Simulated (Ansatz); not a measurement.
# BClF2H3N: the cost of one run

Program: Ansatz 0.2.0, Gaussian basis. Level of theory: B3LYP-D4/cc-pVDZ. These are calculated values, not measurements.

## Step 1: Where the work starts

The start, a first-order saddle point found at PBE0-D4 in triple zeta: 8 atoms, charge 0, spin multiplicity 1.

Atoms are counted from 1 here; the program's logs count them from 0.

Bond lengths: B1–F3 1.313 Å, B1–F4 1.313 Å, B1–N6 1.504 Å, Cl2–H5 1.594 Å, H5–N6 1.246 Å, N6–H7 1.013 Å, N6–H8 1.013 Å. Angles: F3–B1–F4 121.5°, F3–B1–N6 117.9°, F4–B1–N6 117.9°, Cl2–H5–N6 145.0°, B1–N6–H5 87.1°, B1–N6–H7 115.6°, B1–N6–H8 115.6°, H5–N6–H7 112.2°, H5–N6–H8 112.2°, H7–N6–H8 111.7°.

Geometry (Å):

```xyz
8
charge 0, multiplicity 1
B    -0.4116    0.6490   -0.3063
Cl    1.2572   -0.7405   -1.6354
F    -1.5401    0.4436   -0.9458
F     0.1532    1.8343   -0.2739
H     0.7488   -0.8498   -0.1281
N    -0.0006   -0.3546    0.7352
H    -0.7228   -0.9998    1.0314
H     0.5159    0.0176    1.5229
```

## Step 2: Dynamics

md/in.yaml

```yaml
crystal:
  periodic: [false, false, false]
  atoms:
    - {symbol: B, position_ang: [-0.411559, 0.649046, -0.306253]}
    - {symbol: Cl, position_ang: [1.257213, -0.740484, -1.635438]}
    - {symbol: F, position_ang: [-1.540056, 0.443560, -0.945829]}
    - {symbol: F, position_ang: [0.153168, 1.834299, -0.273887]}
    - {symbol: H, position_ang: [0.748844, -0.849817, -0.128120]}
    - {symbol: N, position_ang: [-0.000553, -0.354560, 0.735237]}
    - {symbol: H, position_ang: [-0.722836, -0.999780, 1.031358]}
    - {symbol: H, position_ang: [0.515880, 0.017634, 1.522931]}
basis:
  gaussian: {orbitals: cc-pVDZ}
hamiltonian: {xc: {name: B3LYP}, dispersion: d4}
md: {n_steps: 60, timestep: 0.5, temperature: 300, ensemble: nvt_langevin, seed: 404, friction: 0.002, initial_velocities: maxwell_boltzmann}
```

Run with:

```console
$ ansatz run in.yaml --threads 4 --pin off --events-out ev --progress --plain --max-ram 9574MiB
```

**Question.** How long does this run take on 4 threads of Arm Neoverse V2, shared host?

About 58 s.
